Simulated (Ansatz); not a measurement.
# MgZn23O24: the cost of one run

Computed with Ansatz 0.2.0 (DFT, PBE, plane-wave PAW, default files, scalar-relativistic, as far as a step names no other, unless a step's input says otherwise).

**1. The system as given**

Symmetry: P1, No. 1, triclinic system. The conventional cell has a = 6.499 Å, b = 8.597 Å, c = 10.411 Å, α = 90.00°, β = 90.00°, γ = 100.89°. Mg (site symmetry 1) has 4 O at 1.97 to 1.98 Å as nearest neighbours. Zn (site symmetry 1) is surrounded by 4 O at 1.97 to 1.98 Å. Only part of the 48 independent sites is listed.

As a file:

```cif
data_structure
_symmetry_space_group_name_H-M 'P 1'
_symmetry_Int_Tables_number 1
_cell_length_a 6.4986
_cell_length_b 9.7479
_cell_length_c 10.4114
_cell_angle_alpha 90.000
_cell_angle_beta 90.000
_cell_angle_gamma 120.000
_cell_volume 571.18
loop_
_atom_site_label
_atom_site_type_symbol
_atom_site_fract_x
_atom_site_fract_y
_atom_site_fract_z
_atom_site_occupancy
Mg1 Mg 0.16667 0.22222 0.25000 1
Zn1 Zn 0.16667 0.22222 0.75000 1
Zn2 Zn 0.16667 0.55556 0.25000 1
Zn3 Zn 0.16667 0.55556 0.75000 1
Zn4 Zn 0.16667 0.88889 0.25000 1
Zn5 Zn 0.16667 0.88889 0.75000 1
Zn6 Zn 0.66667 0.22222 0.25000 1
Zn7 Zn 0.66667 0.22222 0.75000 1
Zn8 Zn 0.66667 0.55556 0.25000 1
Zn9 Zn 0.66667 0.55556 0.75000 1
Zn10 Zn 0.66667 0.88889 0.25000 1
Zn11 Zn 0.66667 0.88889 0.75000 1
Zn12 Zn 0.33333 0.11111 0.00000 1
Zn13 Zn 0.33333 0.11111 0.50000 1
Zn14 Zn 0.33333 0.44444 0.00000 1
Zn15 Zn 0.33333 0.44444 0.50000 1
Zn16 Zn 0.33333 0.77778 0.00000 1
Zn17 Zn 0.33333 0.77778 0.50000 1
Zn18 Zn 0.83333 0.11111 0.00000 1
Zn19 Zn 0.83333 0.11111 0.50000 1
Zn20 Zn 0.83333 0.44444 0.00000 1
Zn21 Zn 0.83333 0.44444 0.50000 1
Zn22 Zn 0.83333 0.77778 0.00000 1
Zn23 Zn 0.83333 0.77778 0.50000 1
O1 O 0.33333 0.11111 0.18951 1
O2 O 0.33333 0.11111 0.68951 1
O3 O 0.33333 0.44444 0.18951 1
O4 O 0.33333 0.44444 0.68951 1
O5 O 0.33333 0.77778 0.18951 1
O6 O 0.33333 0.77778 0.68951 1
O7 O 0.83333 0.11111 0.18951 1
O8 O 0.83333 0.11111 0.68951 1
O9 O 0.83333 0.44444 0.18951 1
O10 O 0.83333 0.44444 0.68951 1
O11 O 0.83333 0.77778 0.18951 1
O12 O 0.83333 0.77778 0.68951 1
O13 O 0.16667 0.22222 0.43950 1
O14 O 0.16667 0.22222 0.93951 1
O15 O 0.16667 0.55556 0.43950 1
O16 O 0.16667 0.55556 0.93951 1
O17 O 0.16667 0.88889 0.43950 1
O18 O 0.16667 0.88889 0.93951 1
O19 O 0.66667 0.22222 0.43950 1
O20 O 0.66667 0.22222 0.93951 1
O21 O 0.66667 0.55556 0.43950 1
O22 O 0.66667 0.55556 0.93951 1
O23 O 0.66667 0.88889 0.43950 1
O24 O 0.66667 0.88889 0.93951 1
```

Atom 1 of the input is the impurity.

**2. Single point at the given positions**

Input file input.yaml:

```yaml
crystal:
  lattice:
    - [6.498616, 0.0, 0.0]
    - [-4.873962, 8.4419498181, 0.0]
    - [0.0, 0.0, 10.411418]
  atoms:
    - { symbol: Mg, position: [0.1666666666, 0.2222222222, 0.25] }
    - { symbol: Zn, position: [0.1666666666, 0.2222222222, 0.75] }
    - { symbol: Zn, position: [0.1666666666, 0.5555555556, 0.25] }
    - { symbol: Zn, position: [0.1666666666, 0.5555555556, 0.75] }
    - { symbol: Zn, position: [0.1666666666, 0.8888888889, 0.25] }
    - { symbol: Zn, position: [0.1666666666, 0.8888888889, 0.75] }
    - { symbol: Zn, position: [0.6666666666, 0.2222222222, 0.25] }
    - { symbol: Zn, position: [0.6666666666, 0.2222222222, 0.75] }
    - { symbol: Zn, position: [0.6666666666, 0.5555555556, 0.25] }
    - { symbol: Zn, position: [0.6666666666, 0.5555555556, 0.75] }
    - { symbol: Zn, position: [0.6666666666, 0.8888888889, 0.25] }
    - { symbol: Zn, position: [0.6666666666, 0.8888888889, 0.75] }
    - { symbol: Zn, position: [0.3333333334, 0.1111111111, 0.0] }
    - { symbol: Zn, position: [0.3333333334, 0.1111111111, 0.5] }
    - { symbol: Zn, position: [0.3333333334, 0.4444444444, 0.0] }
    - { symbol: Zn, position: [0.3333333334, 0.4444444444, 0.5] }
    - { symbol: Zn, position: [0.3333333334, 0.7777777778, 0.0] }
    - { symbol: Zn, position: [0.3333333334, 0.7777777778, 0.5] }
    - { symbol: Zn, position: [0.8333333334, 0.1111111111, 0.0] }
    - { symbol: Zn, position: [0.8333333334, 0.1111111111, 0.5] }
    - { symbol: Zn, position: [0.8333333334, 0.4444444444, 0.0] }
    - { symbol: Zn, position: [0.8333333334, 0.4444444444, 0.5] }
    - { symbol: Zn, position: [0.8333333334, 0.7777777778, 0.0] }
    - { symbol: Zn, position: [0.8333333334, 0.7777777778, 0.5] }
    - { symbol: O, position: [0.3333333334, 0.1111111111, 0.189505] }
    - { symbol: O, position: [0.3333333334, 0.1111111111, 0.689505] }
    - { symbol: O, position: [0.3333333334, 0.4444444444, 0.189505] }
    - { symbol: O, position: [0.3333333334, 0.4444444444, 0.689505] }
    - { symbol: O, position: [0.3333333334, 0.7777777778, 0.189505] }
    - { symbol: O, position: [0.3333333334, 0.7777777778, 0.689505] }
    - { symbol: O, position: [0.8333333334, 0.1111111111, 0.189505] }
    - { symbol: O, position: [0.8333333334, 0.1111111111, 0.689505] }
    - { symbol: O, position: [0.8333333334, 0.4444444444, 0.189505] }
    - { symbol: O, position: [0.8333333334, 0.4444444444, 0.689505] }
    - { symbol: O, position: [0.8333333334, 0.7777777778, 0.189505] }
    - { symbol: O, position: [0.8333333334, 0.7777777778, 0.689505] }
    - { symbol: O, position: [0.1666666666, 0.2222222222, 0.439505] }
    - { symbol: O, position: [0.1666666666, 0.2222222222, 0.939505] }
    - { symbol: O, position: [0.1666666666, 0.5555555556, 0.439505] }
    - { symbol: O, position: [0.1666666666, 0.5555555556, 0.939505] }
    - { symbol: O, position: [0.1666666666, 0.8888888889, 0.439505] }
    - { symbol: O, position: [0.1666666666, 0.8888888889, 0.939505] }
    - { symbol: O, position: [0.6666666666, 0.2222222222, 0.439505] }
    - { symbol: O, position: [0.6666666666, 0.2222222222, 0.939505] }
    - { symbol: O, position: [0.6666666666, 0.5555555556, 0.439505] }
    - { symbol: O, position: [0.6666666666, 0.5555555556, 0.939505] }
    - { symbol: O, position: [0.6666666666, 0.8888888889, 0.439505] }
    - { symbol: O, position: [0.6666666666, 0.8888888889, 0.939505] }
kpoints:
  mp_grid: { grid: [3, 2, 2] }
scf:
  occupations: { method: fermi_dirac, width: 0.01 }
hamiltonian:
  xc: pbe
  pseudopotentials: { kind: paw }
output:
  forces: true
  stress: true
  populations: true
  efg:
    quadrupole_moments_barn: { Mg: 0.1994, Zn: 0.122, O: -0.02558 }
    contact_densities: true
```

The run is started by

```console
$ ansatz run input.yaml --threads 4 --pin off --max-ram 8192MiB --backend cpu --events-out ev --progress --plain --runs-dir out
```

Q: Estimate wall time and peak memory on 4 threads of Arm Neoverse V2, shared host.

About 49 s, with a peak of 3.2 GiB.
